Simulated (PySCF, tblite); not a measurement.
# C6H10BCl: geometry, infrared bands and NMR shifts

What infrared bands and NMR shifts should C6H10BCl (`CCB[C@H]1C/C1=C/Cl`) show?

The runs use tblite 0.8.0 and PySCF 2.14.0, with density-fitted response routines of our own; the level of theory stands in each step. All values are computed, except where a source is named. Atoms count from 0, in the outputs and in this text.

### 1 The molecule as given

18 atoms, charge 0, multiplicity 1; geometry from: force field or distance geometry start.

Bonds of the start (Å): C0–C1 1.51, C1–B2 1.58, B2–C3 1.59, C3–C4 1.53, C4–C5 1.49, C5–C6 1.35, C6–Cl7 1.77, C5–C3 1.47, C0–H8 1.10, C0–H9 1.11, C0–H10 1.11, C1–H11 1.12, C1–H12 1.11, B2–H13 1.20, C3–H14 1.10, C4–H15 1.10, C4–H16 1.09, C6–H17 1.09.

### 2 Geometry optimisation with GFN2-xTB

What the job is given:

```
{"job": {"kind": "relax", "xc": "GFN2-xTB", "basis": "xTB"}, "charge": 0, "multiplicity": 1}
C      2.836100     0.580100    -0.729300
C      1.912800    -0.424900    -0.089900
B      0.506600     0.264700     0.121600
C     -0.786500    -0.278500    -0.630600
C     -1.579200    -1.240400     0.257000
C     -2.145400     0.061400    -0.183800
C     -3.226100     0.860400    -0.105300
Cl    -3.219700     2.428900    -0.929400
H      2.236400     1.134400    -1.464600
H      3.171500     1.269900     0.067200
H      3.716400     0.102900    -1.199200
H      2.376500    -0.733400     0.882600
H      1.822400    -1.308500    -0.757800
H      0.355800     0.778100     1.192600
H     -0.644200    -0.513500    -1.696500
H     -1.892200    -2.173300    -0.232500
H     -1.349200    -1.344100     1.316900
H     -4.100400     0.542100     0.465800
```

Started as:

```
$ OMP_NUM_THREADS=1 python probes_run.py task.json out
```

One launch serves the whole session: the jobs run in the order shown.

**Question.** This job is followed by: GFN2-xTB harmonic vibrations, gas phase; GIAO PBE0/pcSseg-1 NMR shielding, non-relativistic, gas phase. What will the session give for the following? strongest single infrared mode (GFN2-xTB); zero-point energy (GFN2-xTB); 13C shifts against TMS (PBE0/pcSseg-1); 1H shifts against TMS (PBE0/pcSseg-1, means over atoms taken as alike); 11B shifts against BF3·OEt2 (PBE0/pcSseg-1); 35Cl shifts against HCl (PBE0/pcSseg-1).

The runs gave:

```
                                                              quantity                                               value
                             strongest single infrared mode (GFN2-xTB)                               2622 cm⁻¹, 112 km/mol
                                          zero-point energy (GFN2-xTB)                                       89.3 kcal/mol
                                13C shifts against TMS (PBE0/pcSseg-1)            137.0, 120.7, 27.0, 26.6, 20.0, 11.1 ppm
1H shifts against TMS (PBE0/pcSseg-1, means over atoms taken as alike)  6.68, 6.57, 2.04, 2.03, 1.92, 1.89, 1.24, 1.22 ppm
                           11B shifts against BF3·OEt2 (PBE0/pcSseg-1)                                            84.8 ppm
                               35Cl shifts against HCl (PBE0/pcSseg-1)                                             215 ppm
```

The optimisation took 125 steps and gained 0.580 eV; among the close pairs (by a distance rule), B2–C3 changed most, from 1.592 to 1.548 Å. The lowest mode is imaginary (22i cm⁻¹), so the xTB geometry is not a minimum. The strongest single mode, at 2622 cm⁻¹, moves mainly H13. Unscaled tight-binding wavenumbers are off by several per cent, some by more. Its intensities can rank the bands wrongly. At PBE0/pcSseg-1: The largest span, 470 ppm, is at Cl7, where the paramagnetic term is -414 ppm.
